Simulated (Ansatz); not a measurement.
**HfN+ (triplet): the correlation ladder, def2-TZVPP**

The task here is to estimate one member of a computed series from the others.

Method: def2-TZVPP, core rule «outside noble gas», up to 5 orbitals frozen; program: Ansatz 0.2.0, Gaussian basis.

Plan: UHF; ROHF; CCSD(T) on UHF.

2 further runs of the same task are left out: 2 set aside as unsound or not needed.

## The system

The geometry is a PBE0/def2-TZVP stationary point (not a proven minimum) of the parent state, kept for this charge and spin. No spin-orbit coupling is included. Elements past krypton take def2 core potentials.

2 atoms, charge 1, spin multiplicity 3.

Atoms are counted from 1 here; the program's logs count them from 0.

Bond lengths: Hf1–N2 1.677 Å.

Set-up of the first run:

Input file in.yaml:

```yaml
crystal:
  periodic: [false, false, false]
  atoms:
    - {symbol: Hf, position_ang: [0.000000, 0.000000, 0.000000]}
    - {symbol: N, position_ang: [0.000000, 0.000000, 1.676600]}
basis:
  gaussian: {orbitals: def2-TZVPP}
total_charge: 1
magnetization: {spin_polarized: true, initial_magnetization: 2}
hamiltonian: {xc: hf}
output: {orbitals: {seedname: orbitals}}
```

The run is started by

```sh
$ ansatz run in.yaml --threads 1 --pin off --events-out ev --progress --plain --max-ram 4096MiB --backend cpu
```

Among the steps run: UHF; ROHF; CCSD(T) on UHF.

One of the session's tables, all rows but one given; the rest of the session is left out.

| method | from UCCSD(T) (kcal/mol) |
| --- | --- |
| ROHF | +164.69 |
| UHF | ? |
| UMP2 | +10.42 |
| UCCSD | +9.45 |
| UCCSD(T) | 0 |

Estimate the missing values for UHF.

**Answer.** from UCCSD(T) (kcal/mol): +160.45. In the column «from UCCSD(T) (kcal/mol)» it lies between UMP2 (+10.42) and ROHF (+164.69).
